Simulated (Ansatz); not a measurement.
What does this script print? It uses the Python package of Ansatz (0.2.0).

`re_run.py`
```python
'''Enthalpies of two structures of Re under pressure.'''

import csv
import warnings

import ansatz as az
import numpy as np


def diamond(first, a):
    return az.Crystal.diamond(first, a=a)


def sc(first, a):
    return (
        az.Lattice.cubic(a)
        .space_group(221)
        .atom(first, [0, 0, 0])
    )


def solve(name, crystal, pressure=0.0):
    calc = (
        crystal.calculation()
        .functional(az.Functional.R2SCAN)
        .basis(19 * az.Ha)
        .kpoints(spacing=0.39)
        .occupations('fermi_dirac', width=0.05)
    )
    calc = calc.relax(force_tolerance=0.02, max_steps=40, cell=True, pressure=pressure)
    return calc.run(threads=1)


def volume_per_atom(outcome):
    return abs(np.linalg.det(outcome.lattice.cell_ang)) / len(outcome.lattice.sites)

warnings.simplefilter('ignore')

phases = {}
phases['diamond'] = diamond('Re', 5.35)
phases['sc'] = sc('Re', 2.53)

# H = E + PV, with 1 eV per cubic angstrom equal to 160.2 GPa
pressures = [0, 10, 20, 30]
enthalpy, volume = {name: [] for name in phases}, {name: [] for name in phases}
for p in pressures:
    for name, crystal in phases.items():
        o = solve(name, crystal, pressure=p)
        volume[name].append(volume_per_atom(o))
        enthalpy[name].append(o.report['energy_sigma0_ev'] / len(o.lattice.sites) + p * volume[name][-1] / 160.21766)
gap = np.array(enthalpy['sc']) - np.array(enthalpy['diamond'])
rows = [(p, va, vb, 1000 * d) for p, va, vb, d in zip(pressures, volume['diamond'], volume['sc'], gap)]
with open('transition.csv', 'w', newline='') as handle:
    writer = csv.writer(handle)
    writer.writerow(['P (GPa)', 'V diamond (A^3/atom)', 'V sc (A^3/atom)', 'H(sc) - H(diamond) (meV/atom)'])
    writer.writerows([round(v, 4) if isinstance(v, float) else v for v in row] for row in rows)
print(open('transition.csv').read())
crossings = [p0 - g0 * (p1 - p0) / (g1 - g0) for p0, p1, g0, g1 in zip(pressures, pressures[1:], gap, gap[1:]) if g0 * g1 < 0]
print('crossing near', [round(float(p), 1) for p in crossings], 'GPa') if crossings else print('no crossing in this range')
```

Running `python re_run.py` prints:
```text
P (GPa),V diamond (A^3/atom),V sc (A^3/atom),H(sc) - H(diamond) (meV/atom)
0,22.1609,16.9904,-146.7185
10,21.1225,16.4078,-453.2024
20,20.2811,15.9009,-736.0268
30,19.5796,15.4601,-1001.3923

no crossing in this range
```

Notes:
- The settings weren't tested for convergence.
- At a fixed pressure a relaxation lowers the enthalpy F + PV, while F alone can rise.
- For the metals among these phases the mesh is modest: differences between phases can be off by up to 40 meV an atom.
- Spin-orbit coupling, which matters for elements this heavy, is left out.
- Only these two structures are compared, at zero temperature and with their symmetry kept; either may be hypothetical, and another phase may be lower than both. Differences under about 40 meV an atom lie within the error of mesh and functional.
- The cells are prototypes set up for this calculation and needn't exist.
- The whole script took 48 s on 1 thread of Arm Neoverse V2, on a shared host, peak memory 0.49 GiB.
